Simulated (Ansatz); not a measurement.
# Na (fcc type): the cost of one run

Method: DFT, LDA, PAW with Ansatz's default frozen-core files, scalar-relativistic, in Ansatz 0.2.0.

### 1 Starting point

It takes space group Fm-3m (No. 225, cubic). Conventional cell: a = 5.112 Å, b = 5.112 Å, c = 5.112 Å, α = 90.00°, β = 90.00°, γ = 90.00°. Na (site symmetry m-3m) has 12 Na at 3.61 Å in its first shell of neighbours.

As a file:

```xyz
1
Lattice="0.0000 2.5560 2.5560 2.5560 0.0000 2.5560 2.5560 2.5560 0.0000" Properties=species:S:1:pos:R:3 pbc="T T T"
Na    0.0000    0.0000    0.0000
```

Whether this phase is the stable one at these pressures isn't tested.

### 2 Cell relaxed at zero pressure, PAW

Input file input.yaml:

```yaml
crystal:
  lattice:
    - [0.0, 2.5560155302, 2.5560155302]
    - [2.5560155302, 0.0, 2.5560155302]
    - [2.5560155302, 2.5560155302, 0.0]
  atoms:
    - { symbol: Na, position: [0.0, 0.0, 0.0] }
kpoints:
  mp_grid: { grid: [13, 13, 13] }
scf:
  occupations: { method: fermi_dirac, width: 0.05 }
hamiltonian:
  xc: lda
  pseudopotentials: { kind: paw }
output:
  forces: true
  stress: true
  write_density: true
  write_potential: true
  elf: true
  volumetric_format: npy
relax:
  f_tol: 0.005
  max_steps: 40
  cell: {}
```

Started as:

```bash
$ ansatz run input.yaml --threads 1 --pin off --max-ram 2048MiB --backend cpu --events-out ev --progress --plain --runs-dir out
```

**Question.** How long does this run take on 1 thread of Arm Neoverse V2, shared host, and how much memory does it need?

About 2.5 s, with a peak of 0.28 GiB.
